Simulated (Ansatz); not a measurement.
Run this with Ansatz's Python interface and show what comes out.

`adiabatic_cdf2.py`:
```python
"""Vertical and adiabatic ionisation of CdF2."""

import itertools

import ansatz as az
from ase.data import atomic_numbers, covalent_radii
import numpy as np


def main() -> None:
    geometry_ang = [
        ("F", [1.5308, 0.5618, 0.8902]),
        ("Cd", [-0.2201, 0.5679, -0.0559]),
        ("F", [-1.3216, -1.1944, -0.8475]),
    ]
    molecule = az.Crystal.molecule()
    for symbol, xyz in geometry_ang:
        molecule = molecule.atom(symbol, xyz)

    setup = molecule.calculation()
    setup = setup.basis(gaussian="def2-SVP").functional("PBE0", dispersion="d4")
    symbols = [site.symbol for site in molecule.cartesian_sites]
    start = np.array([site.position_ang for site in molecule.cartesian_sites], dtype=float)
    report = setup.relax(force_tolerance=0.01).run(threads=1, backend="cpu").report
    end = np.array(report["positions_ang"])

    minimum = az.Crystal.molecule()
    for symbol, place in zip(symbols, end):
        minimum = minimum.atom(symbol, place.tolist())
    ion = (
        minimum.calculation()
        .basis(gaussian="def2-SVP")
        .functional("PBE0", dispersion="d4")
        .charge(1)
        .spin("collinear", total=1)
    )
    vertical = ion.run(threads=1, backend="cpu").report
    settled = ion.relax(force_tolerance=0.01, max_steps=80).run(threads=1, backend="cpu").report
    print(f"vertical ionisation energy   {vertical['free_energy_ev'] - report['free_energy_ev']:.3f} eV")
    print(f"adiabatic, no zero point     {settled['free_energy_ev'] - report['free_energy_ev']:.3f} eV")
    print(f"relaxation energy of the ion {vertical['free_energy_ev'] - settled['free_energy_ev']:.3f} eV")
    ionised = np.array(settled["positions_ang"])
    # pairs closer than 1.2 times the sum of covalent radii, before or after
    radius = [covalent_radii[atomic_numbers[s]] for s in symbols]
    span = lambda where, i, j: np.linalg.norm(where[i] - where[j])
    bonded = [(i, j) for i, j in itertools.combinations(range(len(symbols)), 2) if min(span(end, i, j), span(ionised, i, j)) < 1.2 * (radius[i] + radius[j])]
    print("pair        before    after (A)")
    for i, j in bonded:
        print(f"{symbols[i]}{i}-{symbols[j]}{j}".ljust(10), f"{span(end, i, j):8.4f} {span(ionised, i, j):8.4f}")


if __name__ == "__main__":
    main()
```

Running `python adiabatic_cdf2.py` prints:
```text
vertical ionisation energy   12.327 eV
adiabatic, no zero point     12.261 eV
relaxation energy of the ion 0.066 eV
pair        before    after (A)
F0-Cd1       1.9182   1.9811
Cd1-F2       1.9184   1.9811
```

Reading the output:
- The energies are electronic: no zero-point or thermal terms, and the basis set is short of its limit. The product may relax into another structure. Each relaxation finds its nearest minimum, which needn't be the lowest.
- def2 sets replace the cores of elements past krypton by effective core potentials.
- Run time: 2.1 min on 1 thread of Arm Neoverse V2, on a shared host, peak memory 0.26 GiB.
